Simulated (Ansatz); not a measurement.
# FH4NO2Ti: a ladder of functionals and wavefunction methods

An exercise on one series of results from a longer session: the logs are not shown, and one member is left open.

Program: Ansatz 0.2.0, Gaussian basis. Level of theory: functionals in def2-TZVPP, the program's frozen cores in correlated methods. These are calculated values, not measurements.

The runs, in order: LDA (SPW92), PBE-D4, revPBE-D4, BLYP-D4, r2SCAN-D4, B97M-V, PBE0-D4, B3LYP-D4, r2SCANh-D4, r2SCAN0-D4, HSE06-D4, BHLYP-D4, CAM-B3LYP-D4, LC-ωPBE, ωB97X-V, ωB97M-V, B2PLYP, PBE-QIDH; CCSD(T)/def2-SVP; CCSD(T)/def2-TZVPP; MP2/def2-QZVPP; extrapolation to the limit; RPA on PBE.

## The geometry

An earlier PBE0-D4 in a triple-zeta def2 set relaxation fixed the geometry.

SMILES `[NH2][Ti]([OH])([OH])[F]`, 9 atoms, charge 0, spin multiplicity 1.

Atoms are counted from 1 here; the program's logs count them from 0.

Bond lengths: N1–Ti2 1.873 Å, N1–H6 1.010 Å, N1–H7 1.010 Å, Ti2–O3 1.790 Å, Ti2–O4 1.789 Å, Ti2–F5 1.777 Å, O3–H8 0.957 Å, O4–H9 0.957 Å. Angles: Ti2–N1–H6 124.5°, Ti2–N1–H7 124.5°, H6–N1–H7 111.0°, N1–Ti2–O3 107.2°, N1–Ti2–O4 108.0°, N1–Ti2–F5 110.8°, O3–Ti2–O4 114.6°, O3–Ti2–F5 109.0°, O4–Ti2–F5 107.3°, Ti2–O3–H8 135.8°, Ti2–O4–H9 134.1°.

The first run:

Input file in.yaml:

```yaml
crystal:
  periodic: [false, false, false]
  atoms:
    - {symbol: N, position_ang: [-0.491710, 0.474962, -1.413810]}
    - {symbol: Ti, position_ang: [0.316225, 0.097633, 0.233105]}
    - {symbol: O, position_ang: [1.168004, -1.467068, 0.060239]}
    - {symbol: O, position_ang: [-0.956936, 0.116241, 1.490485]}
    - {symbol: F, position_ang: [1.497464, 1.354789, 0.659451]}
    - {symbol: H, position_ang: [-1.291322, 1.079734, -1.534172]}
    - {symbol: H, position_ang: [-0.192419, 0.091623, -2.298619]}
    - {symbol: H, position_ang: [1.085992, -2.339603, 0.444749]}
    - {symbol: H, position_ang: [-1.046799, 0.545290, 2.341670]}
basis:
  gaussian: {orbitals: def2-TZVPP}
hamiltonian: {xc: lda}
output: {orbitals: {seedname: orbitals}}
```

Steps of the session up to this table: LDA; PBE-D4 (GGA); revPBE-D4 (GGA); BLYP-D4 (GGA); r2SCAN-D4 (meta-GGA); B97M-V (meta-GGA); PBE0-D4 (hybrid); B3LYP-D4 (hybrid); r2SCANh-D4 (hybrid); r2SCAN0-D4 (hybrid); HSE06-D4 (hybrid); BHLYP-D4 (hybrid); CAM-B3LYP-D4 (range-separated); LC-ωPBE (range-separated); ωB97X-V (range-separated); ωB97M-V (range-separated); B2PLYP (double hybrid); PBE-QIDH (double hybrid).

One of the session's tables, all rows but one given; the rest of the session is left out.

It belongs to the step «Orbital energies across the functionals». 

| functional | HOMO (eV) | gap (eV) |
| --- | --- | --- |
| LDA (SPW92) | -6.35 | 3.64 |
| PBE-D4 | ? | ? |
| revPBE-D4 | -6.06 | 3.69 |
| BLYP-D4 | -6.03 | 3.64 |
| r2SCAN-D4 | -6.44 | 4.08 |
| B97M-V | -6.50 | 4.14 |
| PBE0-D4 | -7.59 | 6.16 |
| B3LYP-D4 | -7.36 | 5.60 |
| r2SCANh-D4 | -6.99 | 5.03 |
| r2SCAN0-D4 | -7.81 | 6.46 |
| HSE06-D4 | -7.18 | 5.36 |
| BHLYP-D4 | -8.96 | 8.70 |
| CAM-B3LYP-D4 | -9.05 | 8.73 |
| LC-ωPBE | -10.43 | 11.34 |
| ωB97X-V | -10.05 | 10.92 |
| ωB97M-V | -9.97 | 10.77 |

Q: Estimate the row for PBE-D4 from the others.

The run gave: HOMO (eV): -6.14; gap (eV): 3.68. In the column «HOMO (eV)» it lies between LDA (SPW92) (-6.35) and revPBE-D4 (-6.06).
